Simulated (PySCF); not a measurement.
# C6H5NOSe: the cost of one run

Computed with PySCF 2.14.0, with density-fitted response routines of our own, on a single molecule, in the gas phase or a continuum. Atoms count from 0, in the outputs and in this text.

## 1. The molecule as given

14 atoms, charge 0, multiplicity 1; geometry from: GFN2-xTB.

Bonds of the start (Å): C0–C1 1.20, C1–C2 1.40, C2–C3 1.37, C3–C4 1.42, C4–O5 1.34, O5–C6 1.41, C4–N7 1.31, N7–Se8 1.78, Se8–C2 1.88, C0–H9 1.05, C3–H10 1.07, C6–H11 1.09, C6–H12 1.09, C6–H13 1.09.

## 2. Geometry optimisation at PBE0-D3(BJ)/def2-SVP

The job: settings as JSON, then the geometry in Å.

```
{"job": {"xc": "PBE0", "basis": "def2-SVP", "d3": "d3bj", "grid": 1, "kind": "geom"}, "charge": 0, "multiplicity": 1}
C      4.142158    -0.115762     0.850285
C      2.961156     0.064680     0.712343
C      1.592025     0.292249     0.552524
C      0.611986    -0.635070     0.332097
C     -0.675390    -0.036836     0.217317
O     -1.743228    -0.809657    -0.003112
C     -2.980432    -0.133510    -0.119166
N     -0.775327     1.262225     0.331164
Se     0.815692     2.004546     0.617268
H      5.170207    -0.285639     0.969532
H      0.769076    -1.694691     0.247667
H     -2.952529     0.577073    -0.948728
H     -3.727781    -0.902820    -0.300481
H     -3.208292     0.412738     0.799150
```

The run is started by

```
$ OMP_NUM_THREADS=1 python probes_run.py task.json out
```

One launch serves the whole session: the jobs run in the order shown.

**Question.** How long does this first job take on 1 thread of Arm Neoverse V2, shared host, and how much memory does it need?

About 1.9 min, with a peak of 0.71 GiB.
